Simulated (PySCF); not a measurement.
# C10H14Si: NMR shifts at several levels of theory, part 2 of 2

PySCF 2.14.0. Atoms count from 0. The steps go on from the part before.

## 5. NMR shieldings: wB97X-D/pcSseg-1

The job: settings as JSON, then the geometry in Å.

```
{"job": {"kind": "nmr", "xc": "wB97X-D", "basis": "pcSseg-1", "pop": false}, "charge": 0, "multiplicity": 1}
C     -1.633063    -1.819870     1.069455
Si    -1.179837    -0.249530     0.144361
C      0.688821    -0.075013     0.047304
C      1.401186     0.616320     1.038780
C      2.789976     0.724231     0.983785
C      3.492372     0.140749    -0.069909
C      2.801827    -0.546880    -1.067291
C      1.413156    -0.651738    -1.006995
C     -2.200044     1.268935     0.641274
C     -3.130340     0.918537    -0.553539
C     -2.191059     0.045347    -1.431309
H     -2.725107    -1.939703     1.140236
H     -1.220069    -1.800413     2.090322
H     -1.220285    -2.703871     0.558325
H      0.862556     1.086824     1.867801
H      3.327222     1.268537     1.764601
H      4.580908     0.225854    -0.116342
H      3.348639    -1.001105    -1.897513
H      0.884406    -1.188178    -1.801656
H     -2.684148     1.352032     1.624841
H     -1.640019     2.199077     0.451156
H     -3.563414     1.791436    -1.070505
H     -3.979218     0.311142    -0.198666
H     -1.628347     0.663050    -2.150119
H     -2.668661    -0.777311    -1.982507
```

Method: GIAO wB97X-D/pcSseg-1 NMR shielding, non-relativistic, gas phase.

What it wrote:

```text
coarse grid: 21168 points
cycle   1  E = -678.6754742175  dE =  1.894e+00  |g| = 3.916e-01  |ddm| = 4.651e+00
cycle   2  E = -678.7056993845  dE = -3.023e-02  |g| = 2.620e-01  |ddm| = 7.475e-01
cycle   3  E = -678.7224519417  dE = -1.675e-02  |g| = 3.774e-02  |ddm| = 2.341e-01
cycle   4  E = -678.7228748132  dE = -4.229e-04  |g| = 1.430e-02  |ddm| = 8.267e-02
cycle   5  E = -678.7229262518  dE = -5.144e-05  |g| = 2.911e-03  |ddm| = 1.726e-02
cycle   6  E = -678.7229287059  dE = -2.454e-06  |g| = 1.237e-03  |ddm| = 4.892e-03
final grid: 199216 points
cycle   7  E = -678.7935117684  dE = -3.480e-04  |g| = 5.106e-03  |ddm| = 6.388e-02
cycle   8  E = -678.7935174361  dE = -5.668e-06  |g| = 2.923e-03  |ddm| = 1.055e-02
cycle   9  E = -678.7935192042  dE = -1.768e-06  |g| = 1.226e-03  |ddm| = 3.617e-03
cycle  10  E = -678.7935196217  dE = -4.175e-07  |g| = 3.618e-04  |ddm| = 1.801e-03
cycle  11  E = -678.7935196555  dE = -3.378e-08  |g| = 8.741e-05  |ddm| = 4.807e-04
cycle  12  E = -678.7935196580  dE = -2.511e-09  |g| = 2.327e-05  |ddm| = 1.599e-04
cycle  13  E = -678.7935196582  dE = -2.374e-10  |g| = 6.394e-06  |ddm| = 6.279e-05
converged SCF energy = -678.7935196582

GIAO shielding tensors (ppm)
atom      isotropic    diamagn.    paramagn.     s11        s22        s33       span
  0 C      184.761     255.257     -70.496    181.187    184.176    188.920      7.733
  1 Si     337.952     882.308    -544.356    318.903    329.799    365.155     46.252
  2 C       37.693     261.702    -224.009    -52.142    -22.736    187.958    240.100
  3 C       45.107     254.257    -209.150    -74.639     34.049    175.912    250.551
  4 C       50.079     254.786    -204.707    -64.715     38.828    176.125    240.841
  5 C       48.691     255.577    -206.886    -64.252     34.116    176.208    240.460
  6 C       50.076     254.783    -204.706    -64.728     38.826    176.131    240.859
  7 C       45.133     254.271    -209.138    -74.581     34.004    175.976    250.557
  8 C      170.281     257.600     -87.319    153.410    173.385    184.048     30.638
  9 C      164.780     251.562     -86.782    152.220    165.426    176.693     24.473
 10 C      170.164     257.546     -87.382    153.248    173.309    183.936     30.688
 11 H       30.851      29.836       1.015     26.255     28.564     37.734     11.479
 12 H       31.045      31.520      -0.475     26.458     29.174     37.502     11.044
 13 H       31.036      31.532      -0.496     26.411     29.169     37.526     11.115
 14 H       23.878      34.052     -10.173     19.934     21.912     29.788      9.854
 15 H       23.932      29.737      -5.805     20.499     24.253     27.045      6.546
 16 H       23.940      28.053      -4.114     20.629     24.697     26.493      5.864
 17 H       23.931      29.724      -5.793     20.494     24.255     27.045      6.552
 18 H       23.881      34.029     -10.148     19.950     21.911     29.780      9.830
 19 H       30.296      32.063      -1.767     26.096     27.484     37.308     11.211
 20 H       30.144      33.818      -3.674     26.822     28.616     34.994      8.172
 21 H       29.095      28.622       0.473     23.912     26.577     36.797     12.885
 22 H       29.429      29.911      -0.482     25.925     27.264     35.098      9.173
 23 H       30.161      33.791      -3.630     26.892     28.631     34.959      8.067
 24 H       30.297      32.061      -1.764     26.101     27.481     37.308     11.207
```

Run time: 56 s. Hardware: 8 threads of Arm Neoverse V1, shared host.

In short: δ C2 146.8, C3 139.4, C5 135.8, C4 134.5, H14 7.50, H15 7.45 ppm (means over like atoms).

## 6. Nuclear shieldings: KT2/pcSseg-1

Same as in step 5 but for these lines:

```diff
@@ -1,2 +1,2 @@
-{"job": {"kind": "nmr", "xc": "wB97X-D", "basis": "pcSseg-1", "pop": false}, "charge": 0, "multiplicity": 1}
+{"job": {"kind": "nmr", "xc": "KT2", "basis": "pcSseg-1", "pop": false}, "charge": 0, "multiplicity": 1}
 C     -1.633063    -1.819870     1.069455
```

Method: GIAO KT2/pcSseg-1 NMR shielding, non-relativistic, gas phase.

What it wrote:

```text
coarse grid: 21168 points
cycle   1  E = -688.2976182351  dE =  1.137e+00  |g| = 7.218e-01  |ddm| = 4.842e+00
cycle   2  E = -688.1178440471  dE =  1.798e-01  |g| = 1.080e+00  |ddm| = 1.938e+00
cycle   3  E = -688.4469949767  dE = -3.292e-01  |g| = 1.040e-01  |ddm| = 1.247e+00
cycle   4  E = -688.4491731254  dE = -2.178e-03  |g| = 5.235e-02  |ddm| = 1.694e-01
cycle   5  E = -688.4498658915  dE = -6.928e-04  |g| = 1.764e-02  |ddm| = 7.141e-02
cycle   6  E = -688.4499317231  dE = -6.583e-05  |g| = 9.938e-03  |ddm| = 3.050e-02
cycle   7  E = -688.4499606248  dE = -2.890e-05  |g| = 9.324e-04  |ddm| = 1.172e-02
cycle   8  E = -688.4499608099  dE = -1.851e-07  |g| = 3.808e-04  |ddm| = 1.438e-03
final grid: 199216 points
cycle   9  E = -688.4709911700  dE = -3.054e-04  |g| = 2.200e-02  |ddm| = 1.390e-01
cycle  10  E = -688.4708720172  dE =  1.192e-04  |g| = 2.951e-02  |ddm| = 4.863e-02
cycle  11  E = -688.4710962984  dE = -2.243e-04  |g| = 3.431e-03  |ddm| = 3.300e-02
cycle  12  E = -688.4710985550  dE = -2.257e-06  |g| = 1.619e-03  |ddm| = 5.206e-03
cycle  13  E = -688.4710992601  dE = -7.051e-07  |g| = 3.926e-04  |ddm| = 2.141e-03
cycle  14  E = -688.4710993012  dE = -4.114e-08  |g| = 1.464e-04  |ddm| = 5.842e-04
cycle  15  E = -688.4710993074  dE = -6.180e-09  |g| = 2.121e-05  |ddm| = 1.679e-04
cycle  16  E = -688.4710993075  dE = -1.075e-10  |g| = 8.790e-06  |ddm| = 3.357e-05
converged SCF energy = -688.4710993075

GIAO shielding tensors (ppm)
atom      isotropic    diamagn.    paramagn.     s11        s22        s33       span
  0 C      182.763     254.711     -71.949    178.224    182.313    187.751      9.526
  1 Si     344.496     886.123    -541.627    326.656    329.739    377.093     50.436
  2 C       46.919     260.838    -213.918    -30.564     -8.414    179.737    210.301
  3 C       56.349     254.027    -197.678    -50.235     47.661    171.620    221.855
  4 C       60.304     254.149    -193.845    -42.439     52.145    171.206    213.644
  5 C       59.360     254.794    -195.434    -41.392     48.075    171.397    212.789
  6 C       60.302     254.152    -193.850    -42.450     52.142    171.215    213.666
  7 C       56.383     254.029    -197.646    -50.141     47.645    171.647    221.788
  8 C      165.882     257.771     -91.889    146.810    169.004    181.832     35.021
  9 C      158.944     253.123     -94.179    141.740    161.578    173.513     31.773
 10 C      165.753     257.724     -91.971    146.636    168.920    181.703     35.068
 11 H       30.548      29.712       0.835     26.090     28.293     37.260     11.170
 12 H       30.802      31.330      -0.528     26.409     28.993     37.005     10.596
 13 H       30.796      31.342      -0.547     26.366     28.991     37.031     10.665
 14 H       24.008      34.286     -10.277     20.103     22.471     29.451      9.347
 15 H       24.060      29.833      -5.773     20.684     24.732     26.766      6.082
 16 H       24.088      28.159      -4.070     20.827     25.252     26.186      5.359
 17 H       24.059      29.819      -5.760     20.677     24.735     26.765      6.088
 18 H       24.010      34.259     -10.249     20.112     22.475     29.444      9.332
 19 H       29.923      31.956      -2.033     25.870     27.331     36.567     10.697
 20 H       29.717      33.689      -3.971     26.574     28.486     34.092      7.518
 21 H       28.644      28.462       0.182     23.477     26.417     36.039     12.561
 22 H       28.953      30.006      -1.053     25.560     27.178     34.122      8.562
 23 H       29.731      33.665      -3.933     26.636     28.494     34.063      7.426
 24 H       29.921      31.950      -2.029     25.874     27.327     36.561     10.687
```

Wall time 33 s (8 threads of Arm Neoverse V1, shared host).

In short: δ C2 136.3, C3 126.9, C5 123.9, C4 122.9, H14 7.17, H15 7.12 ppm (means over like atoms).

## 7. Shielding tensors: HF/pcSseg-1

Same as in step 6 but for these lines:

```diff
@@ -1,2 +1,2 @@
-{"job": {"kind": "nmr", "xc": "KT2", "basis": "pcSseg-1", "pop": false}, "charge": 0, "multiplicity": 1}
+{"job": {"kind": "nmr", "xc": "HF", "basis": "pcSseg-1", "pop": false}, "charge": 0, "multiplicity": 1}
 C     -1.633063    -1.819870     1.069455
```

Level: GIAO HF/pcSseg-1 NMR shielding, non-relativistic, gas phase.

What it wrote:

```text
final grid: 199216 points
cycle   1  E = -675.5614072648  dE =  2.766e+00  |g| = 5.319e-01  |ddm| = 4.535e+00
cycle   2  E = -675.6696799765  dE = -1.083e-01  |g| = 1.462e-01  |ddm| = 9.003e-01
cycle   3  E = -675.6781731402  dE = -8.493e-03  |g| = 4.793e-02  |ddm| = 3.473e-01
cycle   4  E = -675.6788250346  dE = -6.519e-04  |g| = 9.091e-03  |ddm| = 5.795e-02
cycle   5  E = -675.6788508951  dE = -2.586e-05  |g| = 3.048e-03  |ddm| = 1.475e-02
cycle   6  E = -675.6788542248  dE = -3.330e-06  |g| = 1.061e-03  |ddm| = 4.721e-03
cycle   7  E = -675.6788546474  dE = -4.226e-07  |g| = 2.039e-04  |ddm| = 1.631e-03
cycle   8  E = -675.6788546801  dE = -3.272e-08  |g| = 7.326e-05  |ddm| = 6.478e-04
cycle   9  E = -675.6788546842  dE = -4.085e-09  |g| = 3.434e-05  |ddm| = 1.540e-04
cycle  10  E = -675.6788546857  dE = -1.459e-09  |g| = 1.829e-05  |ddm| = 8.259e-05
cycle  11  E = -675.6788546862  dE = -5.548e-10  |g| = 6.000e-06  |ddm| = 6.671e-05
converged SCF energy = -675.6788546862

GIAO shielding tensors (ppm)
atom      isotropic    diamagn.    paramagn.     s11        s22        s33       span
  0 C      190.627     254.675     -64.048    187.090    190.376    194.415      7.324
  1 Si     378.916     877.539    -498.623    366.185    370.203    400.360     34.175
  2 C       44.139     262.331    -218.192    -51.287    -16.861    200.564    251.851
  3 C       49.537     254.029    -204.492    -78.916     42.778    184.748    263.664
  4 C       55.742     255.814    -200.072    -65.111     47.612    184.724    249.835
  5 C       53.305     257.017    -203.712    -66.331     41.571    184.676    251.008
  6 C       55.737     255.805    -200.067    -65.118     47.606    184.725    249.843
  7 C       49.551     254.064    -204.513    -78.890     42.738    184.806    263.697
  8 C      178.840     256.567     -77.727    163.245    181.866    191.408     28.163
  9 C      174.167     248.908     -74.741    164.128    174.422    183.952     19.823
 10 C      178.753     256.528     -77.774    163.150    181.820    191.290     28.140
 11 H       31.232      30.097       1.134     26.345     28.782     38.567     12.222
 12 H       31.367      31.667      -0.300     26.459     29.436     38.208     11.749
 13 H       31.358      31.679      -0.321     26.411     29.430     38.233     11.822
 14 H       24.130      33.919      -9.789     19.660     22.733     29.997     10.336
 15 H       24.198      30.024      -5.826     20.173     25.159     27.261      7.088
 16 H       24.154      28.414      -4.260     20.291     25.555     26.615      6.324
 17 H       24.197      30.013      -5.817     20.168     25.161     27.262      7.095
 18 H       24.132      33.903      -9.771     19.678     22.732     29.986     10.308
 19 H       30.709      32.435      -1.726     26.252     27.638     38.237     11.986
 20 H       30.617      33.853      -3.236     27.049     28.857     35.946      8.897
 21 H       29.486      28.990       0.496     24.052     26.653     37.751     13.699
 22 H       29.918      30.039      -0.121     26.121     27.418     36.214     10.093
 23 H       30.636      33.833      -3.196     27.124     28.871     35.914      8.790
 24 H       30.711      32.434      -1.724     26.256     27.635     38.240     11.984
```

Wall time 27 s (8 threads of Arm Neoverse V1, shared host).

Key values: δ C2 146.7, C3 141.3, C5 137.5, C4 135.1, H14 7.56, H16 7.53 ppm (means over like atoms).

## 8. Side by side: NMR shifts

Shifts (ppm) of some atoms, chosen among heavy atoms and hydrogens apart, means over like atoms, with basis size and wall time:

```csv
run,C2,C3,C5,C4,C9,H16,H22,functions,time
PBE0/pcSseg-1,146.4,138.2,134.6,133.3,20.7,7.42,2.04,264,44 s
PBE/pcSseg-1,145.3,135.3,131.9,131.0,22.7,7.29,2.14,264,31 s
wB97X-D/pcSseg-1,146.8,139.4,135.8,134.5,19.8,7.44,1.95,264,56 s
KT2/pcSseg-1,136.3,126.9,123.9,122.9,24.3,7.09,2.23,264,33 s
HF/pcSseg-1,146.7,141.3,137.5,135.1,16.7,7.53,1.77,264,27 s
```

## 9. What came out

This closing draws on all 2 parts.

| quantity | value |
| --- | --- |
| rotational constants (main isotopes) | 2.01, 0.56, 0.54 GHz |
| ¹³C shifts against TMS (PBE0/pcSseg-1, means over atoms taken as alike) | 146.4, 138.2, 134.6, 133.3, 20.7, 15.1, -0.2 ppm |
| ¹H shifts against TMS (PBE0/pcSseg-1, means over atoms taken as alike) | 7.49, 7.44, 7.42, 2.36, 2.04, 1.30, 1.13, 0.42 ppm |
| ²⁹Si shifts against TMS (PBE0/pcSseg-1) | 14.9 ppm |
| range of the shift of C3 | 126.9 to 141.3 ppm |

**Reading.** Single values in the summary come from the first run of each kind that ended normally (PBE0/pcSseg-1), which need not be the best level. The optimisation took 13 steps and gained 0.153 eV; among the close pairs (by a distance rule), C0–Si1 changed most, from 1.905 to 1.878 Å. NICS(1)zz of -28 ppm above the planar ring from C2 marks a diatropic (aromatic) ring current. In ppm, C3 (with its like atoms) moves most: its shift spreads over 14.5 ppm, from 126.9 (KT2/pcSseg-1) to 141.3 (HF/pcSseg-1). Part of that comes from the computed reference.
